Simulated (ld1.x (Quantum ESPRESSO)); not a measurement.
# Changing the settings of a TM potential for B, part 2 of 2

Aim: generate and test one potential in full, then change one design choice at a time and see what happens to hardness, ghosts and transferability.

ld1.x (Quantum ESPRESSO) 7.5; first potential PBE, scalar-relativistic. The steps go on from the part before.

### Step 4. Scattering by logarithmic derivatives

Taken from the files of the generation run. The phase is arctan(r·u′/u) with u = r·R, unwrapped, with energies in Ry. A pole is an energy at which the radial function vanishes at the test radius. The pseudo phase is shifted by a multiple of π to meet the all-electron one at the reference energy. Levels narrower than the energy grid can be missing from the poles. The last column is the largest difference on the grid between −1 and +1 Ry.

| channel | radius (bohr) | reference (Ry) | poles AE | poles PS | window around the reference with phases within 0.05 rad (Ry) | largest difference near zero (rad) |
| --- | --- | --- | --- | --- | --- | --- |
| s | 2.85 | -0.71 | -0.30, 4.45 | -0.30, 4.30 | below 1.6 | 0.004 |
| p | 2.85 | -0.28 | 0.17, 4.10 | 0.17, 4.70 | below 1.2 | 0.017 |
| d | 2.85 | 0.35 | 2.59 | 2.59 | below 4.7 | 0.000 |

Phases (rad) along the scan:

| E (Ry) | p AE | p PS | s AE | s PS |
| --- | --- | --- | --- | --- |
| -3.00 | 1.357 | 1.357 | 1.341 | 1.341 |
| -2.52 | 1.335 | 1.335 | 1.311 | 1.311 |
| -2.04 | 1.302 | 1.302 | 1.261 | 1.261 |
| -1.56 | 1.249 | 1.250 | 1.158 | 1.157 |
| -1.08 | 1.141 | 1.142 | 0.721 | 0.721 |
| -0.60 | 0.706 | 0.708 | -1.300 | -1.301 |
| -0.12 | -1.276 | -1.275 | -1.649 | -1.649 |
| 0.36 | -1.666 | -1.660 | -1.787 | -1.788 |
| 0.84 | -1.844 | -1.827 | -1.937 | -1.941 |
| 1.32 | -2.115 | -2.050 | -2.249 | -2.267 |
| 1.80 | -3.039 | -2.677 | -3.246 | -3.315 |
| 2.28 | -4.173 | -3.924 | -4.177 | -4.210 |
| 2.76 | -4.479 | -4.377 | -4.457 | -4.474 |
| 3.24 | -4.601 | -4.536 | -4.576 | -4.588 |
| 3.72 | -4.671 | -4.618 | -4.644 | -4.655 |
| 4.20 | -4.723 | -4.671 | -4.692 | -4.704 |
| 4.68 | -4.768 | -4.711 | -4.731 | -4.745 |

### Step 5. Plane-wave convergence, by spherical Bessel functions

This step uses the generator's waves and projectors in a separate script. Basis: spherical Bessel functions vanishing at 20 bohr, q² up to the cutoff; potential fixed at the reference.

All-electron valence levels (Ry): 2s -0.7125, 2p -0.2824. The lowest levels of each channel (Ry) by cutoff; the last column sums, over occupied levels, occupation times the distance from the level at 400 Ry. A positive value at high cutoff is not a bound level.

| cutoff (Ry) | s #1 | p #1 | d #1 | f #1 | Σ f·Δε (mRy) |
| --- | --- | --- | --- | --- | --- |
| 8 | -0.6692 | -0.2297 | 0.0648 | 0.1124 | 144.2 |
| 10 | -0.6810 | -0.2544 | 0.0648 | 0.1124 | 89.4 |
| 15 | -0.6999 | -0.2802 | 0.0648 | 0.1124 | 22.2 |
| 18 | -0.7075 | -0.2820 | 0.0648 | 0.1124 | 8.3 |
| 25 | -0.7110 | -0.2823 | 0.0648 | 0.1124 | 2.5 |
| 30 | -0.7113 | -0.2824 | 0.0648 | 0.1124 | 1.8 |
| 40 | -0.7115 | -0.2824 | 0.0648 | 0.1124 | 1.5 |
| 45 | -0.7117 | -0.2824 | 0.0648 | 0.1124 | 1.2 |
| 50 | -0.7121 | -0.2824 | 0.0648 | 0.1124 | 0.6 |
| 55 | -0.7123 | -0.2824 | 0.0648 | 0.1124 | 0.4 |
| 60 | -0.7124 | -0.2824 | 0.0648 | 0.1124 | 0.2 |
| 400 | -0.7125 | -0.2824 | 0.0648 | 0.1124 | 0.0 |

The sum stays within 10 mRy from 18 Ry and within 1 mRy from 50 Ry. The sum leaves out empty levels, which can need more. Ghost test: no level below the all-electron spectrum of its channel (s, p, d, f tested).

### Step 6. Now with local potential all-electron potential smoothed inside 3.08 bohr (lloc = -2)

The input, B.in:

```
 &input
   title='B', zed=5., rel=1, dft='PBE', iswitch=3,
   config='[He] 2s1.5 2p1.5 3d-2',
   nld=3, rlderiv=3.35, eminld=-3.0, emaxld=5.0, deld=0.02
 /
 &inputp
   pseudotype=2, tm=.true., lloc=-2, rcloc=3.08,
   nlcc=.false.,
   file_pseudopw='B.UPF', file_wfcaegen='ae.wfc', file_wfcncgen='nc.wfc', file_beta='beta', file_chi='chi'
 /
3
2S  1  0   1.50   0.00  1.45  1.45  0.0
2P  2  1   1.50   0.00  2.60  2.60  0.0
3D  3  2  -2.00   0.35  2.05  2.05  0.0
 &test
   configts(1)='2s1.5 2p1.5'
 /
```

On the command line:

```console
$ ld1.x < B.in > B.out
```

Output in B.out (without the banner and most projector matrices):

```text
     Program LD1 v.7.5
     [... all-electron run as in step 2 ...]


     --------------------- Generating NC pseudopotential ---------------------

      Generating local potential from pseudized AE potential:
      Matching radius rcloc =   3.0800
      Enforcing V''(0)=0 (lloc=-2)

      Local pseudo, rcloc= 3.051 Estimated cut-off energy=     3.36 Ry

      Wfc   2S  rcut= 1.441  Using Troullier-Martins method

      Wfc   2P  rcut= 2.626  Using Troullier-Martins method

      Wfc   3D  rcut= 2.045  Using Troullier-Martins method

     ------------------- End of pseudopotential generation -------------------

     [... all-electron run as in step 2 ...]


     Computing logarithmic derivative in   3.35124
     Computing logarithmic derivative in   3.35124
     Computing the partial wave expansion
     R is outside the sphere for l=    0 j= 0.00
     R is outside the sphere for l=    1 j= 0.00
     R is outside the sphere for l=    2 j= 0.00

     ---------------------- Testing the pseudopotential ----------------------

     B
     scalar relativistic calculation

     atomic number is  5.00   valence charge is  3.00
     dft =PBE   lsd =0 sic =0 latt =0  beta=0.20 tr2=1.0E-14
     mesh =1059 r(mesh) = 101.04461 xmin = -7.00 dx = 0.01250

     n l     nl             e AE (Ry)        e PS (Ry)    De AE-PS (Ry)
     1 0     2S   1( 1.50)       -0.71252       -0.71252        0.00000
     2 1     2P   1( 1.50)       -0.28244       -0.28244        0.00000

     eps = 1.5E-16  iter =  6

     Etot =     -48.991911 Ry,     -24.495955 Ha,    -666.568904 eV
     Etotps =    -4.942375 Ry,      -2.471187 Ha,     -67.244436 eV

     Ekin =       2.816408 Ry,       1.408204 Ha,      38.319189 eV
     Encl =      -8.137307 Ry,      -4.068653 Ha,    -110.713697 eV
     Ehrt =       3.905021 Ry,       1.952511 Ha,      53.130521 eV
     Ecxc =      -1.574635 Ry,      -0.787317 Ha,     -21.423994 eV
     Epseu=      -1.951863 Ry,      -0.975932 Ha,     -26.556455 eV

     ---------------------- End of pseudopotential test ----------------------
```

Run time: 1.7 s. Hardware: 1 thread, shared host. (Generation and the later configuration tests together.)

The test run was repeated on this file; only its results are given.

Excitation and ionisation energies from 2s1.5 2p1.5, with the error of the potential.

| valence configuration | charge | ΔE all-electron (eV) | error AE − PS (meV) |
| --- | --- | --- | --- |
| 2s2 2p1 | 0 | -2.922 | -1.2 |
| 2s2 2p0 | +1 | 5.297 | +78 |
| 2s1 2p0 | +2 | 30.720 | +263 |
| 2s1 2p1 | +1 | 11.439 | -15 |
| 2s2 2p1.3 | -0.3 | -3.660 | -4.5 |
| 2s1 2p2 | 0 | 2.929 | -1.4 |
| 2s0 2p3 | 0 | 8.799 | -19 |

Against the first potential, the loose cutoff stays at 18 Ry, the largest test error goes from +262 to +263 meV, there is no bound ghost and the phase difference near zero goes from 0.02 to 0.12 rad.

### Step 7. Changed: waves 2s (bound): rc 1.18 bohr

The input, B.in:

```
 &input
   title='B', zed=5., rel=1, dft='PBE', iswitch=3,
   config='[He] 2s1.5 2p1.5 3d-2',
   nld=3, rlderiv=2.85, eminld=-3.0, emaxld=5.0, deld=0.02
 /
 &inputp
   pseudotype=2, tm=.true., lloc=-2, rcloc=1.55,
   nlcc=.false.,
   file_pseudopw='B.UPF', file_wfcaegen='ae.wfc', file_wfcncgen='nc.wfc', file_beta='beta', file_chi='chi'
 /
3
2S  1  0   1.50   0.00  1.18  1.18  0.0
2P  2  1   1.50   0.00  2.60  2.60  0.0
3D  3  2  -2.00   0.35  2.05  2.05  0.0
 &test
   configts(1)='2s1.5 2p1.5'
 /
```

On the command line:

```console
$ ld1.x < B.in > B.out
```

Output in B.out (without the banner and most projector matrices):

```text
     Program LD1 v.7.5
     [... all-electron run as in step 2 ...]


     --------------------- Generating NC pseudopotential ---------------------

      Generating local potential from pseudized AE potential:
      Matching radius rcloc =   1.5500
      Enforcing V''(0)=0 (lloc=-2)

      Local pseudo, rcloc= 1.554 Estimated cut-off energy=    12.20 Ry

      Wfc   2S  rcut= 1.180  Using Troullier-Martins method

      Wfc   2P  rcut= 2.626  Using Troullier-Martins method

      Wfc   3D  rcut= 2.045  Using Troullier-Martins method

     ------------------- End of pseudopotential generation -------------------

     [... all-electron run as in step 2 ...]


     Computing logarithmic derivative in   2.84861
     Computing logarithmic derivative in   2.84861
     Computing the partial wave expansion
     R is outside the sphere for l=    0 j= 0.00
     R is outside the sphere for l=    1 j= 0.00
     R is outside the sphere for l=    2 j= 0.00

     ---------------------- Testing the pseudopotential ----------------------

     B
     scalar relativistic calculation

     atomic number is  5.00   valence charge is  3.00
     dft =PBE   lsd =0 sic =0 latt =0  beta=0.20 tr2=1.0E-14
     mesh =1059 r(mesh) = 101.04461 xmin = -7.00 dx = 0.01250

     n l     nl             e AE (Ry)        e PS (Ry)    De AE-PS (Ry)
     1 0     2S   1( 1.50)       -0.71252       -0.71252        0.00000
     2 1     2P   1( 1.50)       -0.28244       -0.28244        0.00000

     eps = 1.4E-16  iter =  6

     Etot =     -48.991911 Ry,     -24.495955 Ha,    -666.568904 eV
     Etotps =    -4.942106 Ry,      -2.471053 Ha,     -67.240783 eV

     Ekin =       2.823723 Ry,       1.411862 Ha,      38.418711 eV
     Encl =     -10.015147 Ry,      -5.007573 Ha,    -136.263015 eV
     Ehrt =       3.904756 Ry,       1.952378 Ha,      53.126914 eV
     Ecxc =      -1.575085 Ry,      -0.787542 Ha,     -21.430120 eV
     Epseu=      -0.080354 Ry,      -0.040177 Ha,      -1.093273 eV

     ---------------------- End of pseudopotential test ----------------------
```

Wall time 1.7 s (1 thread, shared host). (Generation and the later configuration tests together.)

The new file went through the configuration test as well (its log is not shown).

Energies count from the reference configuration 2s1.5 2p1.5; the error is all-electron less pseudo.

```csv
valence configuration,charge,ΔE all-electron (eV),error AE − PS (meV)
2s2 2p1,0,-2.922,-1.4
2s2 2p0,+1,5.297,+76
2s1 2p0,+2,30.720,+260
2s1 2p1,+1,11.439,-1.0
2s2 2p1.3,-0.3,-3.660,-3.4
2s1 2p2,0,2.929,-1.7
2s0 2p3,0,8.799,-21
```

With this change the loose cutoff goes from 18 Ry to 21 Ry, the largest test error goes from +262 to +260 meV and there is no bound ghost.

### Step 8. All runs side by side

What follows sums up all 2 parts.

Cutoffs, loose and tight: the cutoffs (Ry, on a coarse ladder) from which the occupation-weighted sum of valence levels, in a spherical-Bessel basis at the reference potential, stays within 10 and 1 mRy of its value at 400 Ry; empty and scattering waves don't count. The number of plane waves in a given cell goes as the cutoff to the power 3/2; it is given for the loose cutoff, relative to the first potential. Test errors are all-electron less pseudo; runs with another core, reference, functional or relativity have tests of their own. The phase difference is the largest within 1 Ry of zero, over the channels with partial waves. 8 further runs were made in the same way; their inputs and logs are not shown.

| change | outcome | cutoff, loose | cutoff, tight | plane waves, relative | bound ghosts | largest test error (meV) | phase difference near zero (rad) |
| --- | --- | --- | --- | --- | --- | --- | --- |
| first potential | generated | 18 Ry | 50 Ry | 1.00 | none | +262 | 0.017 |
| local potential all-electron potential smoothed inside 3.08 bohr (lloc = -2) | generated | 18 Ry | 50 Ry | 1.00 | none | +263 | 0.119 |
| waves 2s (bound): rc 1.18 bohr | generated | 21 Ry | 50 Ry | 1.26 | none | +260 | 0.017 |
| functional revPBE | generated | 18 Ry | 50 Ry | 1.00 | none | +228 | 0.016 |
| waves 2p (bound): rc 2.58 bohr | generated | 18 Ry | 50 Ry | 1.00 | none | +245 | 0.014 |
| all radii scaled by 0.75 (s 1.08, p 1.94, d 1.54 bohr); local potential all-electron potential smoothed inside 1.16 bohr (lloc = -2) | generated | 25 Ry | 70 Ry | 1.64 | none | +151 | 0.003 |
| reference 2s2 2p1 | generated | 21 Ry | 50 Ry | 1.26 | none | +191 | 0.016 |
| core correction a·sin(br)/r model core inside 0.86 bohr (was none) | generated | 18 Ry | 50 Ry | 1.00 | none | +270 | 0.017 |
| local potential the p channel | generated | 18 Ry | 50 Ry | 1.00 | none | +247 | 0.037 |
| local potential all-electron potential smoothed inside 2.72 bohr (lloc = -2) | generated | 18 Ry | 50 Ry | 1.00 | none | +281 | 0.039 |
| local potential all-electron potential smoothed inside 2.86 bohr (lloc = -2) | generated | 18 Ry | 50 Ry | 1.00 | none | +273 | 0.057 |

What this shows: 8 of the potentials share the lowest cutoff, 18 Ry; the highest cutoff read, 25 Ry, costs 1.6 times the plane waves. Among those with the same tests, the variant "all radii scaled by 0.75 (s 1.08, p 1.94, d 1.54 bohr); local potential …" has the smallest worst error, +151 meV.

The first potential by itself. The worst unpolarised test, 2s1 2p0, is off by 262 meV on 30.7 eV; by total energies transferability rates as poor. Freezing the core alone would shift it much less, so the error comes from the pseudisation. By its cutoff, 18 Ry for the looser tolerance, it is soft on the atom at that tolerance. The tighter tolerance needs 50 Ry, and converged work needs a cutoff nearer that. The slowest occupied level is 2s: taken alone it needs 40 Ry to come within 1 mRy, against 18 Ry for 2p. No bound ghost shows below the valence levels.
